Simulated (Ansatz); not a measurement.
Task: harmonic frequencies at the relaxed geometry of H3O2Sn, SMILES [OH][SnH][OH], with the Python package of Ansatz (0.2.0). Give the script and its output. Settings (for the species named): PBE0, def2-SVP basis, multiplicity 2.

```xyz
6

O    -1.3462   -0.7683   -0.2377
Sn    0.3295    0.2200   -0.4587
O     1.3638    0.0286    1.1883
H    -1.8101   -0.5221   -1.0926
H     0.0365    1.9135   -0.7802
H     1.4685   -0.9356    1.3348
```

The script, `h3o2sn_freq.py`:
```python
'''Harmonic frequencies of H3O2Sn at its relaxed geometry.'''

import itertools
import warnings

import ansatz as az
from ase.data import atomic_numbers, covalent_radii
import numpy as np

warnings.simplefilter('ignore', az.DeckWarning)

geometry_ang = [
    ('O', [-1.3462, -0.7683, -0.2377]),
    ('Sn', [0.3295, 0.22, -0.4587]),
    ('O', [1.3638, 0.0286, 1.1883]),
    ('H', [-1.8101, -0.5221, -1.0926]),
    ('H', [0.0365, 1.9135, -0.7802]),
    ('H', [1.4685, -0.9356, 1.3348]),
]
mol = az.Crystal.molecule()
for symbol, xyz in geometry_ang:
    mol = mol.atom(symbol, xyz)

base = mol.calculation().basis(gaussian='def2-SVP').functional('pbe0').spin('collinear', total=1)
symbols = [site.symbol for site in mol.cartesian_sites]
start = np.array([site.position_ang for site in mol.cartesian_sites], dtype=float)
rep = base.relax(force_tolerance=0.003).run(threads=1).report
end = np.array(rep['positions_ang'])

# pairs closer than 1.2 times the sum of covalent radii, before or after
radius = [covalent_radii[atomic_numbers[s]] for s in symbols]
span = lambda where, i, j: np.linalg.norm(where[i] - where[j])
bonded = [(i, j) for i, j in itertools.combinations(range(len(symbols)), 2) if min(span(start, i, j), span(end, i, j)) < 1.2 * (radius[i] + radius[j])]
print('pair        before    after (A)')
for i, j in bonded:
    print(f'{symbols[i]}{i}-{symbols[j]}{j}'.ljust(10), f'{span(start, i, j):8.4f} {span(end, i, j):8.4f}')
for first, second in list(itertools.combinations(bonded, 2)):
    shared = set(first) & set(second)
    if shared and symbols[(j := shared.pop())] != 'H':
        i, k = sorted((set(first) | set(second)) - {j})
        u, v = end[i] - end[j], end[k] - end[j]
        angle = np.degrees(np.arccos(np.clip(u @ v / np.linalg.norm(u) / np.linalg.norm(v), -1, 1)))
        print(f'final angle {symbols[i]}{i}-{symbols[j]}{j}-{symbols[k]}{k}: {angle:.2f} deg')

# frequencies need a stationary point, so they are taken at the relaxed geometry
minimum = az.Crystal.molecule()
for symbol, place in zip(symbols, end):
    minimum = minimum.atom(symbol, place.tolist())
vibrating = (
    minimum.calculation()
    .basis(gaussian='def2-SVP')
    .functional('pbe0')
    .spin('collinear', total=1)
    .phonons(temperatures=(100, 500, 100))
)
vib = vibrating.run(threads=1).report['vibrations']
sums = vib['harmonic_sums']
modes = [m['omega_inv_cm'] for m in sums['modes_at_gamma'] if m['rigid_motion'] == 'no']
print('frequencies (1/cm):', ' '.join(f'{w:.0f}' for w in modes))
print('imaginary modes:', sum(w < 0 for w in modes), ' zero-point energy:', round(sums['zero_point_energy_ev'], 4), 'eV')
print('T (K)   F_vib (eV)   S_vib (meV/K)   C_vib (meV/K)')
for row in zip(sums['temperatures_k'], sums['vibrational_free_energy_ev'], vib['entropy_ev_per_k'], vib['heat_capacity_ev_per_k']):
    print(f'{row[0]:6.1f} {row[1]:11.4f} {1000 * row[2]:13.4f} {1000 * row[3]:15.4f}')
```

```console
$ python h3o2sn_freq.py
pair        before    after (A)
O0-Sn1       1.9579   2.0032
O0-H3        1.0033   0.9645
Sn1-O2       1.9542   1.9880
Sn1-H4       1.7485   1.7552
O2-H5        0.9809   0.9655
final angle Sn1-O0-H3: 113.26 deg
final angle O0-Sn1-O2: 100.64 deg
final angle O0-Sn1-H4: 110.73 deg
final angle O2-Sn1-H4: 102.98 deg
final angle Sn1-O2-H5: 111.61 deg
frequencies (1/cm): 134 156 257 489 512 593 616 776 828 1715 3880 3890
imaginary modes: 0  zero-point energy: 0.8583 eV
T (K)   F_vib (eV)   S_vib (meV/K)   C_vib (meV/K)
 100.0      0.8558        0.0859          0.1611
 200.0      0.8388        0.2556          0.3488
 300.0      0.8046        0.4273          0.4983
 400.0      0.7539        0.5850          0.5960
 500.0      0.6882        0.7254          0.6605
```

Caveats:
- The frequencies are harmonic and unscaled, in a modest basis. The result belongs to the one conformer reached from this start, and soft torsions count as harmonic oscillators.
- def2 sets replace the cores of elements past krypton by effective core potentials.
- The species is open-shell (spin multiplicity 2).
- Hardware and time: 2.9 min on 1 thread of Intel(R) Xeon(R) Processor @ 2.70GHz, on a shared host, peak memory 0.27 GiB.

(Lines on the test bed's own set-up are left out of the output.)
